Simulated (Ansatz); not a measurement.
**NaZn4Bi3 (element-swapped structure): how the settings move a single-point run**

How sensitive is a single-point run of NaZn4Bi3 (element-swapped structure) to its settings? A reference run comes first, then three runs with altered input.

Computed with Ansatz 0.2.0 (reference: DFT r2SCAN, plane waves, PAW, scalar-relativistic, no spin polarisation, unless a step's input says otherwise).

1 further run of the same task is left out (it didn't finish).

**1. The system as given**

Symmetry: R-3m, No. 166, trigonal system. The conventional cell has a = 4.530 Å, b = 4.530 Å, c = 35.704 Å, α = 90.00°, β = 90.00°, γ = 120.00°. Na (site symmetry -3m) is surrounded by 6 Bi at 3.37 Å and 6 Zn at 3.73 Å. Around Zn (site symmetry 3m) lie 3 Bi at 2.67 Å. Zn (site symmetry 3m) has 4 Bi at 2.66 to 2.86 Å as nearest neighbours. Bi (site symmetry 3m) has 4 Zn at 2.66 to 2.67 Å as nearest neighbours. Around Bi (site symmetry -3m) lie 8 Zn at 2.86 to 3.29 Å.

Structure file:

```cif
data_structure
_symmetry_space_group_name_H-M 'P 1'
_symmetry_Int_Tables_number 1
_cell_length_a 4.5302
_cell_length_b 4.5302
_cell_length_c 12.1853
_cell_angle_alpha 100.713
_cell_angle_beta 100.713
_cell_angle_gamma 60.000
_cell_volume 211.53
loop_
_atom_site_label
_atom_site_type_symbol
_atom_site_fract_x
_atom_site_fract_y
_atom_site_fract_z
_atom_site_occupancy
Na1 Na 0.50000 0.50000 0.50000 1
Zn1 Zn 0.09206 0.09206 0.27618 1
Zn2 Zn 0.90794 0.90794 0.72382 1
Zn3 Zn 0.30060 0.30060 0.90180 1
Zn4 Zn 0.69940 0.69940 0.09820 1
Bi1 Bi 0.22599 0.22599 0.67797 1
Bi2 Bi 0.77401 0.77401 0.32203 1
Bi3 Bi 0.00000 0.00000 0.00000 1
```

**2. The reference run**

input.yaml reads:

```yaml
crystal:
  lattice:
    - [2.265122, 3.9233, 0.0]
    - [-2.265122, 3.9233, 0.0]
    - [0.0, -2.615533, 11.901297]
  atoms:
    - { symbol: Na, position: [0.5, 0.5, 0.5] }
    - { symbol: Zn, position: [0.09206, 0.09206, 0.27618] }
    - { symbol: Zn, position: [0.90794, 0.90794, 0.72382] }
    - { symbol: Zn, position: [0.3006, 0.3006, 0.9018] }
    - { symbol: Zn, position: [0.6994, 0.6994, 0.0982] }
    - { symbol: Bi, position: [0.22599, 0.22599, 0.67797] }
    - { symbol: Bi, position: [0.77401, 0.77401, 0.32203] }
    - { symbol: Bi, position: [0.0, 0.0, 0.0] }
  symmetry: { tolerance: 0.0003 }
kpoints:
  mp_grid: { grid: [5, 5, 5], shift: [0, 0, 0] }
magnetization:
  spin_polarized: false
scf:
  occupations: { method: fermi_dirac }
hamiltonian:
  pseudopotentials: { kind: paw }
  xc: r2scan
basis:
  ecutwfc: 500
output:
  forces: true
  stress: true
  eigenvalues: true
  write_density: true
  write_potential: true
  elf: true
  volumetric_format: npy
```

Run with:

```sh
$ ansatz run input.yaml --threads 1 --pin off --max-ram 2560MiB --backend cpu --events-out ev --progress --plain --runs-dir out
```

**3. Changed: eigensolver.kind davidson, xc pbesol, basis.precision f64**

Edit input.yaml of step 2 so:

```diff
@@ -21,7 +21,9 @@
   occupations: { method: fermi_dirac }
+  eigensolver: { kind: davidson }
 hamiltonian:
   pseudopotentials: { kind: paw }
-  xc: r2scan
+  xc: pbesol
 basis:
   ecutwfc: 500
+  precision: f64
 output:
@@ -30,5 +32 @@
   eigenvalues: true
-  write_density: true
-  write_potential: true
-  elf: true
-  volumetric_format: npy
```

**4. Changed: mixing.algorithm msr1, mixing.beta 0.05**

Edit input.yaml of step 2 so:

```diff
@@ -21,2 +21,3 @@
   occupations: { method: fermi_dirac }
+  mixing: { algorithm: msr1, beta: 0.05 }
 hamiltonian:
@@ -30,5 +31 @@
   eigenvalues: true
-  write_density: true
-  write_potential: true
-  elf: true
-  volumetric_format: npy
```

**5. Changed: mp_grid.shift [0.5, 0.5, 0.5], occupations.method tetrahedron**

Edit input.yaml of step 2 so:

```diff
@@ -16,3 +16,3 @@
 kpoints:
-  mp_grid: { grid: [5, 5, 5], shift: [0, 0, 0] }
+  mp_grid: { grid: [5, 5, 5], shift: [0.5, 0.5, 0.5] }
 magnetization:
@@ -20,3 +20,3 @@
 scf:
-  occupations: { method: fermi_dirac }
+  occupations: { method: tetrahedron }
 hamiltonian:
```

What does the calculation give? Wanted: for each run, ending; energy change; pressure; gap; force.

**Answer**, as computed:

```csv
run,ending,energy change,pressure (GPa),gap (eV),force (eV/Å),cycles,time
reference,converged,0,1.3,0.00,0.55,9,51 s
"1: eigensolver.kind davidson, xc pbesol, basis.precision f64",converged,not comparable,0.7,0.00,0.52,8,40 s
"2: mixing.algorithm msr1, mixing.beta 0.05",converged,0.0 meV/atom,1.3,0.00,0.55,9,40 s
"3: mp_grid.shift [0.5, 0.5, 0.5], occupations.method tetrahedron",converged,-25.5 meV/atom (σ→0),1.1,0.00,0.51,13,97 s
```

Times don't compare one to one where runs were asked for different outputs or read a saved state (see the inputs); cycles may leave out searches for a lower state.

Residual by cycle in the longest SCF loop of each run; runs are numbered as in the table. The quantity is the density residual dr2, in eV.

```csv
cycle,reference,run 1,run 2,run 3
1,0.201,0.0186,0.201,0.215
2,0.45,0.0235,0.159,0.0331
3,0.0182,0.00304,0.0138,0.0266
4,5.1e-4,2.5e-4,0.00539,0.00658
5,5.6e-5,5.5e-6,1.3e-4,0.00169
6,9.9e-6,1.0e-6,1.3e-5,3.0e-4
8,1.8e-7,5.7e-8,6.1e-7,2.9e-5
9,6.4e-9,-,3.0e-8,4.1e-6
10,-,-,-,1.1e-6
11,-,-,-,3.5e-7
12,-,-,-,2.1e-7
13,-,-,-,2.6e-8
```

What this shows: The pressure spans 0.7 to 1.3 GPa over the reference and the converged variants.

The reference is no final answer either: its mesh is coarse for a cell with so small a gap or none; the structure is made up and not relaxed.
